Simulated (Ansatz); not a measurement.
# H6NO2ScSi: a ladder of functionals and wavefunction methods

An exercise on one series of results from a longer session: the logs are not shown, and one member is left open.

The runs use Ansatz 0.2.0, Gaussian basis; functionals in def2-TZVPP, the program's frozen cores in correlated methods.

The runs, in order: LDA (SPW92), PBE-D4, revPBE-D4, BLYP-D4, r2SCAN-D4, B97M-V, PBE0-D4, B3LYP-D4, r2SCANh-D4, r2SCAN0-D4, HSE06-D4, BHLYP-D4, CAM-B3LYP-D4, LC-ωPBE, ωB97X-V, ωB97M-V, B2PLYP, PBE-QIDH; CCSD(T)/def2-SVP; CCSD(T)/def2-TZVPP; MP2/def2-QZVPP; extrapolation to the limit; RPA on PBE.

## The geometry

An earlier PBE0-D4 in a triple-zeta def2 set relaxation fixed the geometry.

SMILES `[NH2][Sc]([OH])[O][SiH3]`, 11 atoms, charge 0, spin multiplicity 1.

Atoms are counted from 1 here; the program's logs count them from 0.

Bond lengths: N1–Sc2 1.980 Å, N1–H6 1.012 Å, N1–H7 1.012 Å, Sc2–O3 1.868 Å, Sc2–O4 1.906 Å, O3–H8 0.952 Å, O4–Si5 1.624 Å, Si5–H9 1.490 Å, Si5–H10 1.491 Å, Si5–H11 1.490 Å. Angles: Sc2–N1–H6 126.2°, Sc2–N1–H7 126.3°, H6–N1–H7 107.5°, N1–Sc2–O3 116.8°, N1–Sc2–O4 117.2°, O3–Sc2–O4 125.9°, Sc2–O3–H8 167.4°, Sc2–O4–Si5 177.0°, O4–Si5–H9 110.7°, O4–Si5–H10 111.0°, O4–Si5–H11 110.8°, H9–Si5–H10 108.0°, H9–Si5–H11 108.1°, H10–Si5–H11 108.0°.

Set-up of the first run:

File in.yaml:

```yaml
crystal:
  periodic: [false, false, false]
  atoms:
    - {symbol: N, position_ang: [0.145016, 1.218054, 2.210213]}
    - {symbol: Sc, position_ang: [0.441669, -0.281348, 0.951597]}
    - {symbol: O, position_ang: [1.349888, -1.773004, 1.615777]}
    - {symbol: O, position_ang: [-0.225038, -0.076192, -0.822508]}
    - {symbol: Si, position_ang: [-0.767775, 0.020291, -2.349975]}
    - {symbol: H, position_ang: [-0.328023, 2.088649, 2.002745]}
    - {symbol: H, position_ang: [0.437696, 1.254324, 3.178268]}
    - {symbol: H, position_ang: [1.784443, -2.607829, 1.760931]}
    - {symbol: H, position_ang: [-2.216447, -0.323474, -2.417594]}
    - {symbol: H, position_ang: [-0.028412, -0.918499, -3.241172]}
    - {symbol: H, position_ang: [-0.593028, 1.399019, -2.888273]}
basis:
  gaussian: {orbitals: def2-TZVPP}
hamiltonian: {xc: lda}
output: {orbitals: {seedname: orbitals}}
```

Command:

```bash
> ansatz run in.yaml --threads 2 --pin off --events-out ev --progress --plain --max-ram 20480MiB --backend cuda --devices 0, --max-vram 18GiB
```

Steps of the session up to this table: LDA; PBE-D4 (GGA); revPBE-D4 (GGA); BLYP-D4 (GGA); r2SCAN-D4 (meta-GGA); B97M-V (meta-GGA); PBE0-D4 (hybrid); B3LYP-D4 (hybrid); r2SCANh-D4 (hybrid); r2SCAN0-D4 (hybrid); HSE06-D4 (hybrid); BHLYP-D4 (hybrid); CAM-B3LYP-D4 (range-separated); LC-ωPBE (range-separated); ωB97X-V (range-separated); ωB97M-V (range-separated); B2PLYP (double hybrid); PBE-QIDH (double hybrid).

One table of the session follows, with a row left open; its other results are not shown here.

It belongs to the step «Orbital energies across the functionals». 

```
  functional  HOMO (eV)  LUMO (eV)  gap (eV)
 LDA (SPW92)      -5.97      -2.65      3.32
      PBE-D4      -5.78      -2.43      3.35
   revPBE-D4          ?          ?         ?
     BLYP-D4      -5.67      -2.45      3.22
   r2SCAN-D4      -6.03      -2.09      3.94
      B97M-V      -6.09      -2.33      3.76
     PBE0-D4      -7.09      -1.53      5.56
    B3LYP-D4      -6.87      -1.90      4.97
  r2SCANh-D4      -6.53      -1.77      4.76
  r2SCAN0-D4      -7.28      -1.31      5.97
    HSE06-D4      -6.69      -1.90      4.78
    BHLYP-D4      -8.32      -0.87      7.45
CAM-B3LYP-D4      -8.53      -0.75      7.78
     LC-ωPBE      -9.93       0.50     10.43
     ωB97X-V      -9.55       0.29      9.85
     ωB97M-V      -9.48      -0.10      9.38
```

Q: Estimate the row for revPBE-D4 from the others.

As computed: HOMO (eV): -5.71; LUMO (eV): -2.29; gap (eV): 3.42. In the column «HOMO (eV)» it lies between PBE-D4 (-5.78) and BLYP-D4 (-5.67).
